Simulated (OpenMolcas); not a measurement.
# Ta²⁺ among point charges: CASSCF and CASPT2 levels and susceptibility

Aim: the splitting of the states of Ta²⁺ in the field of 5 point charges, its lowest levels with spin-orbit coupling and its magnetic susceptibility.

Method: state-averaged CASSCF and CASPT2, spin-orbit coupling by RASSI with atomic mean-field integrals. Code: OpenMolcas 26.06.

## Step 1: The atom as given

* Species: Ta²⁺ (tantalum, Z = 73, 71 electrons)
* Basis: ANO-RCC-VDZP [7s6p4d2f1g], 68 functions
* Scalar Hamiltonian: DKH2, point nucleus
* Inactive shells: 1s 2s 2p 3s 3p 3d 4s 4p 4d 4f 5s 5p
* Active space: 3 electrons in 5 orbitals (5d)
* Some configurations of this space: 5d3
* Orbitals: optimised for each spin and parity, averaged over all roots

Outer shells as boxes (Hund's rule):

5d3
```
5d [↑ ][↑ ][↑ ][  ][  ]
```

The ion sits among 5 point charges of -0.5 e arranged as a trigonal bipyramid (D3h), 2.06 Å from the ion, with the axial distance 2.328 Å.

The work runs as a chain of OpenMolcas steps in one folder; each step below is one input file. Labels, J, g values, rates, χT and fits are worked out afterwards by a script from the matrices that RASSI stores.

## Step 2: Basis and integrals

a.inp

```
&GATEWAY
Coord
1

Ta 0.0 0.0 0.0
Basis=ANO-RCC-VDZP
Group=NoSym
NoMove
AngMom=0.0 0.0 0.0
AMFI
XField
5 Angstrom 0
2.060000 0.000000 0.000000 -0.500000
-1.030000 1.784012 0.000000 -0.500000
-1.030000 -1.784012 0.000000 -0.500000
0.000000 0.000000 2.327800 -0.500000
0.000000 0.000000 -2.327800 -0.500000
&SEWARD
```

Run with:

```console
$ OMP_NUM_THREADS=1 MOLCAS_MEM=1689 MOLCAS_PROJECT=a pymolcas a.inp > a.log
```

## Step 3: Reference wave functions, quartets, 10 roots

a.inp

```
&RASSCF
FileOrb=start.orb
Symmetry=1
Spin=4
nActEl=3 0 0
Inactive=34
Ras2=5
CIRoot=10 10 1
SDav=10
CIMx=300
Iter=120 100
PrWF=0.3
OrbListing=Nothing
MaxOrb=0
>>> COPY $Project.JobIph JOB001
```

start.orb holds the contracted functions of the basis, ordered by shell, or the orbitals of the step before.

## Step 4: Reference wave functions, doublets, 40 roots

a.inp

```
&RASSCF
FileOrb=start.orb
Symmetry=1
Spin=2
nActEl=3 0 0
Inactive=34
Ras2=5
CIRoot=40 40 1
SDav=40
CIMx=300
Iter=120 100
PrWF=0.3
OrbListing=Nothing
MaxOrb=0
>>> COPY $Project.JobIph JOB002
```

## Step 5: RASSI: spin-orbit coupling between the states

a.inp

```
&RASSI
NrOfJobIphs=2 10 40
1 2 3 4 5 6 7 8 9 10
1 2 3 4 5 6 7 8 9 10 11 12 13 14 15 16 17 18 19 20 21 22 23 24 25 26 27
28 29 30 31 32 33 34 35 36 37 38 39 40
IphNames
JOB001
JOB002
EJob
SpinOrbit
DIPRint=1.0
SOCoupling=1000.0
Subsets=2
Property=9
'ANGMOM' 1 'ANGMOM' 2 'ANGMOM' 3 'MLTPL  1' 1 'MLTPL  1' 2 'MLTPL  1' 3
'AMFI' 1 'AMFI' 2 'AMFI' 3
SOProperty=3
'ANGMOM' 1 'ANGMOM' 2 'ANGMOM' 3
```

## Step 6: CASPT2: IPEA 0.25, imaginary shift 0.1 (closed shells correlated: 4f 5s 5p)

a.inp

```
>>> COPY JOB001 $Project.JobIph
&CASPT2
Multistate=10 1 2 3 4 5 6 7 8 9 10
NoMult
Frozen=23
IPEA=0.25
Imaginary=0.1
MaxIter=60
WThr=0.0 0.3 0.05
PrWF=0.5
NoMix
>>> COPY JOB002 $Project.JobIph
&CASPT2
Multistate=40 1 2 3 4 5 6 7 8 9 10 11 12 13 14 15 16 17 18 19 20 21 22
23 24 25 26 27 28 29 30 31 32 33 34 35 36 37 38 39 40
NoMult
Frozen=23
IPEA=0.25
Imaginary=0.1
MaxIter=60
WThr=0.0 0.3 0.05
PrWF=0.5
NoMix
```

(Steps that only read results are left out.)

Before running it: what results should come out? Wanted: spin-free ground state; first state of the same spin within the active space; lowest level; next level.

The runs gave:

| quantity | value |
| --- | --- |
| method | SS-CASPT2, IPEA 0.25, imaginary shift 0.1 (closed shells correlated: 4f 5s 5p) |
| spin-free ground state | 4E, 2-fold in its orbital part |
| first state of the same spin within the active space | 4E at 2840 cm⁻¹ |
| lowest level | 2-fold E1/2, g = 0.80, 0.80, 1.30 |
| next level | 420.9 cm⁻¹ |
| χT at 300 K | 0.18 cm³ K/mol |
| effective moment at 300 K | 1.20 μB |

Cost by method:

```
                                                 method  time of its own steps  time with the reference
                                              A. CASSCF                   14 s                     14 s
B. SS-CASPT2, IPEA 0.25, imaginary shift 0.1, +4f 5s 5p                   17 s                     30 s
```

Times are of one thread on a shared host.

**Reading.** The spin-free ground state (4E) comes to 100 % from free-ion F terms and keeps the highest spin of the shell. χT at 300 K is 0.18, against 1.88 cm³ K/mol for the spin alone, so spin-orbit coupling lowers it. CASPT2 does not keep the components of a term degenerate, and the means are used. The field of point charges can differ much from that of real complexes. Point charges carry no covalency, so the field is a model and not that of real ligands.
